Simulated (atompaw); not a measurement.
# A PAW (atompaw) potential for zinc, from input to tests

Aim: build the potential from the settings below, then test how well it stands in for the atom: scattering, ghost states and the plane-wave cutoff that it needs.

Program: atompaw 4.2.0.5. Reference atom: PBE, scalar-relativistic, spherical and spin-unpolarised. All values are calculated.

### 1 The atom and the settings

The settings as typed:

- element: zinc (Zn, Z = 30)
- type: PAW
- frozen core: [Ne]
- valence charge: 20
- reference configuration: 3s2 3p6 3d10 4s2 4p0
- partial waves: 3s (bound): rc 0.85 bohr; 4s (bound): rc 1.70 bohr; 3p (bound): rc 0.75 bohr; 4p (bound, empty): rc 1.70 bohr; 3d (bound): rc 1.70 bohr; 3d channel at 1.05 Ry: rc 1.70 bohr
- local potential: bessel scheme, radius 1.65 bohr
- core correction: smooth core density matched at 1.30 bohr
- augmentation charge: sinc compensation charge, radius 1.25 bohr; PAW radius 1.70 bohr; waves and projectors: custom rrkj vanderbiltortho

The outer shells as boxes (Hund's rule for the drawing; the calculation is spin-unpolarised):

```
[Ne] core
3s [↑↓]
3p [↑↓][↑↓][↑↓]
3d [↑↓][↑↓][↑↓][↑↓][↑↓]
4s [↑↓]
4p [  ][  ][  ]
```

An earlier all-electron run gives the scale for the radii.

All-electron outer shells of the reference configuration (PBE, scalar-relativistic, ld1.x):

```
shell  level (eV)  outermost node (bohr)  outermost maximum (bohr)
   2s    -1158.33                   0.07                      0.19
   2p    -1004.03                      –                      0.15
   3s     -129.23                   0.28                      0.59
   3p      -83.40                   0.25                      0.59
   3d      -10.14                      –                      0.57
   4s       -5.98                   0.85                      2.09
   4p       -1.12                   0.92                      3.08
```

### 2 Generating the potential

File Zn.input:

```
Zn 30
GGA-PBE scalarrelativistic loggrid 1500 logderivrange -11 5 401
4 4 3 0 0 0
4 1 0
0 0 0
c
c
v
v
c
v
v
v
2
1.70 1.25 1.65 1.30
n
n
y
1.05
n
custom rrkj vanderbiltortho sinc
bessel
0.85
1.70
0.75
1.70
1.70
1.70
PWSCFOUT
UPFDX 0.0125d0 UPFXMIN -7.d0 UPFZMESH 30.d0
END
```

Run with:

```sh
$ atompaw < Zn.input > Zn.log
```

Q: Predict the outcome of this session. Wanted: cutoffs for 10 and 1 mRy, occupied levels; bound ghosts; largest phase difference near zero energy, channels read; lowest eigenvalue of the overlap; share of valence orbitals outside the PAW sphere; UPF file.

The runs gave:

| quantity | value |
| --- | --- |
| cutoffs for 10 and 1 mRy, occupied levels | 160 Ry and 260 Ry |
| bound ghosts | none found |
| largest phase difference near zero energy, channels read | 0.012 rad |
| lowest eigenvalue of the overlap (Bessel basis) | 0.121 (d) |
| share of valence orbitals outside the PAW sphere | 3s 0 %, 4s 82 %, 3p 1 %, 4p 96 %, 3d 8 % |
| UPF file | written |

In words: The potential is very hard: the looser tolerance needs 160 Ry. The slowest occupied level is 3p: taken alone it needs 160 Ry to come within 1 mRy, against 80 Ry for 3s. The Bessel-basis test finds no level below the valence levels. Near zero energy the phases of the channels with partial waves agree within 0.012 rad.
